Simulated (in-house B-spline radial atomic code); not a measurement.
# Hf⁶⁷⁺: binding energies from hole states

How much more does a second hole in Hf⁶⁷⁺ cost because of the first?

Method: Dirac-Hartree-Fock, average of configuration, Fermi nucleus, basis-set limit. Code: in-house B-spline radial atomic code version 1.

## (1) Starting point

* element: hafnium (Z = 72)
* charge: +67
* electrons: 5
* configuration: [He] 2s2 2p1
* Hamiltonian: Dirac-Coulomb
* nucleus: Fermi, rms radius 5.347 fm

Outer shells as boxes (Hund's rule):

[He] 2s2 2p1
```
[He] core
2s [↑↓]
2p [↑ ][  ][  ]
```

The boxes draw the filling by Hund's rule, which heavy ions in jj coupling don't follow; these runs average over all states of the configuration.

Settings, as recorded:

```ini
Z = 72
electrons = 5.0
configuration = [He] 2s2 2p1
hamiltonian = dirac
method = hf
spin_polarised = False
nucleus = fermi
rms_radius = 5.347
mass_number = 180
atomic_mass = 179.946559537
speed_of_light = 137.035999084
```

This reference run was done before. Its total energy is -7518.535209 hartree, and its levels are (the highest eight at most):

```csv
orbital,occupation,energy (eV),<r> (bohr)
1s1/2,2,-73468.5,0.01891
2s1/2,2,-17903.9,0.07664
2p1/2,0.333333,-17708.7,0.06302
2p3/2,0.666667,-16396.0,0.06996
```

Single holes known from earlier runs (ΔSCF): 1s 73459.8 eV, 2s 17903.1 eV, 2p 16832.8 eV.

## (2) The 1s and 2p holes

Changes to the settings of step 1:

```diff
@@ -1,4 +1,4 @@
 Z = 72
-electrons = 5.0
-configuration = [He] 2s2 2p1
+electrons = 3.0
+configuration = 1s1 2s2
 hamiltonian = dirac
```

Results of the run (chosen fields of its result record, rounded):

```text
{
  "status": "converged",
  "iterations": 7,
  "energy [hartree]": {"total": -4182.56707251, "kinetic": 4965.87523449, "nuclear": -9192.86106105, "coulomb": 58.5304895096, "exact_exchange": -14.1117354545},
  "breit [hartree]": {"gaunt": 0.7481415, "retardation": -0.07473745, "frequency_dependence": 0.007751553},
  "qed [hartree]": {"self_energy": 6.771365, "uehling": -1.271426, "wichmann_kroll": 0.04814097},
  "recoil [hartree]": 0.01275085,
  "total_with_corrections [hartree]": -4176.32508606,
  "orbitals [hartree, bohr; first row names the columns]": [
    ["name", "occ", "eps", "<r>"],
    ["1s1/2", 1.0, -2767.5325, 0.018838],
    ["2s1/2", 2.0, -685.30789, 0.075503]
  ],
  "sum_r [bohr^k]": {"-1": 127.6926, "1": 0.1698433, "2": 0.01403224},
  "energy_minus_base [hartree]": 3335.96814,
  "energy_minus_base_with_corrections [hartree]": 3325.26384
}
```

Run time: 0.16 s. Hardware: 1 thread, shared host.

energy_minus_base is the energy less that of the reference run.

## (3) The 1s and 1s holes

Changes to the settings of step 2:

```diff
@@ -2,3 +2,3 @@
 electrons = 3.0
-configuration = 1s1 2s2
+configuration = 2s2 2p1
 hamiltonian = dirac
```

Main fields:

```text
{
  "status": "converged",
  "iterations": 7,
  "energy [hartree]": {"total": -2069.53951979, "kinetic": 2439.27968867, "nuclear": -4544.05213048, "coulomb": 49.5787502948, "exact_exchange": -14.3458282684},
  "breit [hartree]": {"gaunt": 0.2252931, "retardation": -0.0007934722, "frequency_dependence": 5.52676e-06},
  "qed [hartree]": {"self_energy": 1.746461, "uehling": -0.3004457, "wichmann_kroll": 0.01122021},
  "recoil [hartree]": 0.006304123,
  "total_with_corrections [hartree]": -2067.85147475,
  "orbitals [hartree, bohr; first row names the columns]": [
    ["name", "occ", "eps", "<r>"],
    ["2s1/2", 2.0, -689.94319, 0.075112],
    ["2p1/2", 0.33333, -689.71194, 0.061171],
    ["2p3/2", 0.66667, -636.77436, 0.068175]
  ],
  "sum_r [bohr^k]": {"-1": 63.11523, "1": 0.2160636, "2": 0.01868453},
  "energy_minus_base [hartree]": 5448.99569,
  "energy_minus_base_with_corrections [hartree]": 5433.73745
}
```

Wall time 0.32 s (1 thread, shared host).

## (4) The 1s and 2s holes

Changes to the settings of step 3:

```diff
@@ -2,3 +2,3 @@
 electrons = 3.0
-configuration = 2s2 2p1
+configuration = 1s1 2s1 2p1
 hamiltonian = dirac
```

Main fields:

```text
{
  "status": "converged",
  "iterations": 13,
  "energy [hartree]": {"total": -4146.02402161, "kinetic": 4844.9999147, "nuclear": -9035.95411225, "coulomb": 46.7751748489, "exact_exchange": -1.84499890194},
  "breit [hartree]": {"gaunt": 0.5528891, "retardation": -0.1295884, "frequency_dependence": -0.01503164},
  "qed [hartree]": {"self_energy": 5.973221, "uehling": -1.131587, "wichmann_kroll": 0.04299234},
  "recoil [hartree]": 0.01191867,
  "total_with_corrections [hartree]": -4140.71920836,
  "orbitals [hartree, bohr; first row names the columns]": [
    ["name", "occ", "eps", "<r>"],
    ["1s1/2", 1.0, -2650.226, 0.018442],
    ["2s1/2", 1.0, -803.03885, 0.075795],
    ["2p1/2", 0.33333, -681.93448, 0.061766],
    ["2p3/2", 0.66667, -630.7763, 0.068704]
  ],
  "sum_r [bohr^k]": {"-1": 125.5117, "1": 0.1606283, "2": 0.01260789},
  "energy_minus_base [hartree]": 3372.51119,
  "energy_minus_base_with_corrections [hartree]": 3360.86971
}
```

It took 0.5 s on 1 thread, shared host.

Radial density 4πr²n(r) and radial functions P(r) = rR(r):

```csv
r (bohr),4πr²n,1s1/2,2s1/2,2p3/2
0.00103,3.588,1.8041,0.2414,0.0117
0.00138,5.617,2.2567,0.2994,0.0204
0.00185,8.645,2.7993,0.3666,0.0353
0.00248,12.99,3.4314,0.4409,0.0608
0.00332,18.89,4.1368,0.5161,0.1035
0.00445,26.37,4.8866,0.5810,0.1749
0.00596,34.76,5.6076,0.6138,0.2912
0.00798,42.48,6.1916,0.5797,0.4758
0.0107,46.99,6.4887,0.4257,0.7604
0.0143,45.70,6.3286,0.0892,1.1704
0.0192,38.16,5.5722,-0.5072,1.7357
0.0257,28.63,4.2383,-1.3731,2.4180
0.0344,23.91,2.5444,-2.4220,3.1165
0.0460,26.24,0.9209,-3.3765,3.6190
0.0616,28.18,-0.2009,-3.8185,3.6597
0.0825,21.21,-0.6210,-3.4089,3.0709
0.110,9.410,-0.5214,-2.2954,2.0250
0.148,1.960,-0.2515,-1.0469,0.9388
0.198,0.1637,-0.0725,-0.2984,0.2821
0.265,0.003960,-0.0110,-0.0450,0.0466
```

On the record's full grid the radial density has clear maxima near r = 0.012, 0.062 bohr.

X-ray form factor of the spherical density:

```csv
sinθ/λ (1/Å),f (electrons)
0,3.000
0.1,2.999
0.2,2.996
0.3,2.992
0.4,2.985
0.6,2.967
0.8,2.941
1,2.909
1.4,2.826
1.8,2.721
2.5,2.496
4,1.944
6,1.319
```

## (5) Results

| two holes | ΔSCF (eV) | less the two single holes (eV) |
| --- | --- | --- |
| 1s and 2p | 90776.3 | 483.76 |
| 1s and 1s | 148274.7 | 1355.21 |
| 1s and 2s | 91770.7 | 407.80 |

What this shows: Two holes cost more than the sum of each, because the second electron leaves a more charged ion. The excess runs from 407.8 eV (1s and 2s) to 1355.2 eV (1s and 1s); it tends to be largest where both holes are compact. Two partly filled shells share a symmetry and can mix in the average, which may lower the energy, in these hole states: 1s and 2s. Values are for the free ion, measured from the vacuum level.
